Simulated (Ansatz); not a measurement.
A first try at a comparison of enthalpies under pressure of two structures of TiAu, using the Ansatz DFT code, driven from Python.

The script, `transition_tiau.py`:
```python
"""Enthalpies of two structures of TiAu under pressure."""

import warnings

import ansatz
import numpy as np

PHASES = {
    "P-6m2": (
        [(2.98648, 0.0, 0.0), (-1.49324, 2.58636, 0.0), (0.0, 0.0, 4.55402)],
        [
            ("Ti", (0.0, 0.0, 0.0)),
            ("Au", (1 / 3, 2 / 3, 0.5)),
        ],
    ),
    "Pm-3m": (
        [(3.254, 0.0, 0.0), (0.0, 3.254, 0.0), (0.0, 0.0, 3.254)],
        [
            ("Ti", (0.5, 0.5, 0.5)),
            ("Au", (0.0, 0.0, 0.0)),
        ],
    ),
}


def build(vectors, sites):
    crystal = ansatz.Crystal(lattice=ansatz.Lattice.of(vectors))
    for symbol, position in sites:
        crystal = crystal.atom(symbol, position)
    return crystal


def ground_state(name, crystal, pressure=0.0):
    calc = (
        crystal.calculation()
        .basis(510)  # plane waves up to this kinetic energy
        .functional("pbesol", dispersion="D4")
        .kpoints(spacing=0.3)  # the mesh must be finer for metals
        .occupations("fermi_dirac", width=0.1)  # smearing steadies the SCF of a metal
    )
    calc = calc.relax(force_tolerance=0.01, max_steps=30, cell=True, pressure=pressure)
    return calc.run()


def volume_per_atom(outcome):
    return abs(np.linalg.det(outcome.lattice.cell_ang)) / len(outcome.lattice.sites)

warnings.simplefilter("ignore", ansatz.DeckWarning)

phases = {name: build(*cell) for name, cell in PHASES.items()}

# H = E + PV, with 1 eV per cubic angstrom equal to 160.2 GPa
pressures = [0, 10, 20, 30]
enthalpy, volume = {name: [] for name in phases}, {name: [] for name in phases}
for p in pressures:
    for name, crystal in phases.items():
        o = ground_state(name, crystal, pressure=p)
        volume[name].append(volume_per_atom(o))
        enthalpy[name].append(o.report["energy_sigma0_ev"] / len(o.lattice.sites) + p * volume[name][-1])
gap = np.array(enthalpy["Pm-3m"]) - np.array(enthalpy["P-6m2"])
rows = [(p, va, vb, 1000 * d) for p, va, vb, d in zip(pressures, volume["P-6m2"], volume["Pm-3m"], gap)]
print("   P (GPa)  V P-6m2 (A^3/atom)  V Pm-3m (A^3/atom)  H(Pm-3m) - H(P-6m2) (meV/atom)")
for row in rows:
    print(f"{row[0]:10d}  {row[1]:18.3f}  {row[2]:18.3f}  {row[3]:+30.1f}")
crossings = [p0 - g0 * (p1 - p0) / (g1 - g0) for p0, p1, g0, g1 in zip(pressures, pressures[1:], gap, gap[1:]) if g0 * g1 < 0]
print("crossing near", [round(float(p), 1) for p in crossings], "GPa") if crossings else print("no crossing in this range")
```

```console
$ python transition_tiau.py
   P (GPa)  V P-6m2 (A^3/atom)  V Pm-3m (A^3/atom)  H(Pm-3m) - H(P-6m2) (meV/atom)
         0              16.281              16.445                          -158.4
        10              15.344              15.590                         +2296.3
        20              14.662              14.927                         +5140.4
        30              14.122              14.389                         +7877.2
crossing near [0.6] GPa
```

No error stopped it. What is wrong with the input all the same?

The fault: the PV term multiplies GPa by cubic angstrom with no conversion to eV. The correction:

```diff
--- before
+++ after
@@ -58,3 +58,3 @@
         volume[name].append(volume_per_atom(o))
-        enthalpy[name].append(o.report["energy_sigma0_ev"] / len(o.lattice.sites) + p * volume[name][-1])
+        enthalpy[name].append(o.report["energy_sigma0_ev"] / len(o.lattice.sites) + p * volume[name][-1] / 160.21766)
 gap = np.array(enthalpy["Pm-3m"]) - np.array(enthalpy["P-6m2"])
```

With that change:

```console
$ python transition_tiau.py
   P (GPa)  V P-6m2 (A^3/atom)  V Pm-3m (A^3/atom)  H(Pm-3m) - H(P-6m2) (meV/atom)
         0              16.281              16.445                          -158.4
        10              15.344              15.590                          -143.4
        20              14.662              14.927                          -126.2
        30              14.122              14.389                          -108.7
no crossing in this range
```

Caveats:
- At a fixed pressure a relaxation lowers the enthalpy F + PV, while F alone can rise.
- Dispersion corrections can be off by several per cent in the lattices of metals, and by several GPa in the pressure at a fixed cell.
- For the metals among these phases the mesh is modest: differences between phases can be off by up to 40 meV an atom.
- Spin-orbit coupling, which matters for elements this heavy, is left out.
- The cells come from databases of deposited and of computed structures, and not all need be stable phases.
- Only these two structures are compared, at zero temperature and with their symmetry kept; either may be hypothetical, and another phase may be lower than both. Differences under about 40 meV an atom lie within the error of mesh and functional.
- Hardware and time: 110 s on 1 thread of Arm Neoverse V1, with other jobs on the host, peak memory 0.45 GiB.

(Lines on the test bed's own set-up are left out of the output.)
